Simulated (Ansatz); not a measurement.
# GeNH4O (SMILES [NH][GeH2][OH]) at UCAM-B3LYP/def2-SVPD

What is the vertical electron affinity of GeNH4O at UCAM-B3LYP/def2-SVPD? 

Program for the calculation: Ansatz 0.2.0.

66 further runs of the same task are left out: 66 set aside as unsound or not needed.

**1. Starting point**

GeNH4O has 7 atoms, charge 0, and is taken as a doublet. SMILES: `[NH][GeH2][OH]`. Geometry: relaxed at PBE0-D4/def2-TZVP. This is one conformer, not always the lowest.

Bond lengths: N1–Ge2 1.860 Å, Ge2–O3 1.772 Å, N1–H4 1.025 Å, Ge2–H5 1.544 Å, Ge2–H6 1.536 Å, O3–H7 0.961 Å. Angles: N1–Ge2–O3 106.5°, N1–Ge2–H5 107.6°, N1–Ge2–H6 113.8°, O3–Ge2–H5 110.8°, O3–Ge2–H6 105.4°, Ge2–N1–H4 110.2°, Ge2–O3–H7 111.8°, H5–Ge2–H6 112.6°.

**2. The energy at UCAM-B3LYP/def2-SVPD**

job.yaml reads:

```yaml
crystal:
  periodic: [false, false, false]
  atoms:
    - symbol: "N"
      position_ang: [-1.180000, -0.629600, -0.704300]
    - symbol: Ge
      position_ang: [0.091800, 0.357900, 0.227300]
    - symbol: O
      position_ang: [1.488100, -0.708500, 0.454200]
    - symbol: H
      position_ang: [-2.073700, -0.127300, -0.724700]
    - symbol: H
      position_ang: [0.468500, 1.575300, -0.644200]
    - symbol: H
      position_ang: [-0.348300, 0.758200, 1.642900]
    - symbol: H
      position_ang: [1.614800, -1.294000, -0.296700]
basis:
  gaussian: {orbitals: def2-SVPD}
magnetization: {spin_polarized: true, initial_magnetization: 1}
hamiltonian: {xc: {name: CAM-B3LYP}}
output: {orbitals: {seedname: orbitals}}
accuracy: high
```

Run with:

```console
ansatz run job.yaml --threads 1 --pin off --max-ram 3480MiB --events-out events.jsonl --progress --plain --runs-dir runs
```

The program printed:

```text
Warning: RAYON_NUM_THREADS=1 ignored (pool sized by the plan → 1); use --threads N
Functional definition: CAM-B3LYP
  name "CAM-B3LYP"
  parameter alpha = 0.19
  parameter beta = 0.46
  parameter omega = 0.33/bohr
  parameter ac = 0.81
  exchange = (1 - alpha - beta)*b88_x + beta*b88_x_sr(omega) + alpha*exact_x + beta*exact_x_lr(omega)
  correlation = (1 - ac)*vwn5_c + ac*lyp_c
2285 factors; integrals over basis functions are off by at most 4.7e-9 eV
511 factors; integrals over basis functions are off by at most 1.5e-9 eV
mean field evaluation 1: about -60103.6000 eV, gradient 4.5e1 eV
mean field evaluation 2: about -60095.5705 eV, gradient 6.4e1 eV
mean field evaluation 4: about -60111.4145 eV, gradient 3.6e0 eV
mean field evaluation 8: about -60111.5411 eV, gradient 2.0e-1 eV
mean field evaluation 16: about -60111.5422 eV, gradient 1.3e-3 eV
mean field evaluation 32: about -60111.5422 eV, gradient 3.6e-7 eV
mean field -60111.54217175 eV, -2209.0584297452 hartree, gradient 2.3e-8 eV, S^2 0.754151; 2 other end points of the search recorded, 0 dependent functions left out
reference -60111.54219136 eV, -2209.0584304657 hartree; 26, 25 occupied and 87, 88 virtual orbitals, 2285 factors
Total energy: -60111.54219136 eV, -2209.0584304657 hartree
```

Run time: 26 s. Hardware: 1 thread of Arm Neoverse V1, shared host; peak memory 0.66 GiB.

**3. The singlet anion, same level**

run.yaml reads:

```yaml
crystal:
  periodic: [false, false, false]
  atoms:
    - symbol: N
      position_ang: [-1.180000, -0.629600, -0.704300]
    - symbol: Ge
      position_ang: [0.091800, 0.357900, 0.227300]
    - symbol: O
      position_ang: [1.488100, -0.708500, 0.454200]
    - symbol: H
      position_ang: [-2.073700, -0.127300, -0.724700]
    - symbol: H
      position_ang: [0.468500, 1.575300, -0.644200]
    - symbol: H
      position_ang: [-0.348300, 0.758200, 1.642900]
    - symbol: H
      position_ang: [1.614800, -1.294000, -0.296700]
basis:
  gaussian: {orbitals: def2-SVPD}
total_charge: -1
hamiltonian: {xc: {name: CAM-B3LYP}}
accuracy: high
output: {orbitals: {seedname: orbitals}}
```

Run with:

```console
ansatz run run.yaml --threads 1 --pin off --max-ram 3480MiB --events-out events.jsonl --progress --plain --runs-dir runs
```

The program printed (excerpt; [...] marks lines left out):

```text
Warning: RAYON_NUM_THREADS=1 ignored (pool sized by the plan → 1); use --threads N
[... 8 set-up lines as earlier in the session ...]
2285 factors; integrals over basis functions are off by at most 4.7e-9 eV
511 factors; integrals over basis functions are off by at most 1.5e-9 eV
mean field evaluation 1: about -60108.5228 eV, gradient 4.7e1 eV
mean field evaluation 2: about -60098.7315 eV, gradient 7.9e1 eV
mean field evaluation 4: about -60112.9569 eV, gradient 4.2e0 eV
mean field evaluation 8: about -60113.0497 eV, gradient 2.4e-1 eV
mean field evaluation 16: about -60113.0498 eV, gradient 7.1e-5 eV
mean field -60113.04984179 eV, -2209.1138355971 hartree, gradient 8.2e-8 eV, S^2 0.000000; 0 other end points of the search recorded, 0 dependent functions left out
reference -60113.04986054 eV, -2209.1138362864 hartree; 26, 26 occupied and 87, 87 virtual orbitals, 2285 factors
Total energy: -60113.04986054 eV, -2209.1138362864 hartree
```

Wall time 13 s (1 thread of Arm Neoverse V1, shared host); peak memory 0.48 GiB.

**4. Summary of results**

At UCAM-B3LYP/def2-SVPD:

| quantity | value |
| --- | --- |
| doublet GeNH4O: total energy | -2209.05843 Eh |
| doublet GeNH4O: HOMO energy (highest over α and β) | -9.60 eV |
| doublet GeNH4O: LUMO energy (lowest over α and β) | -2.26 eV |
| doublet GeNH4O: ⟨S²⟩ | 0.754 |
| singlet anion: total energy | -2209.11384 Eh |
| singlet anion: HOMO energy | -0.91 eV |
| singlet anion: LUMO energy | 5.11 eV |
| singlet anion: HOMO–LUMO gap (to an unbound level, set by the basis) | 6.03 eV |
| vertical electron affinity (to the singlet anion) | 1.508 eV |

In words: At fixed nuclei the extra electron is bound by 1.51 eV (35 kcal/mol).
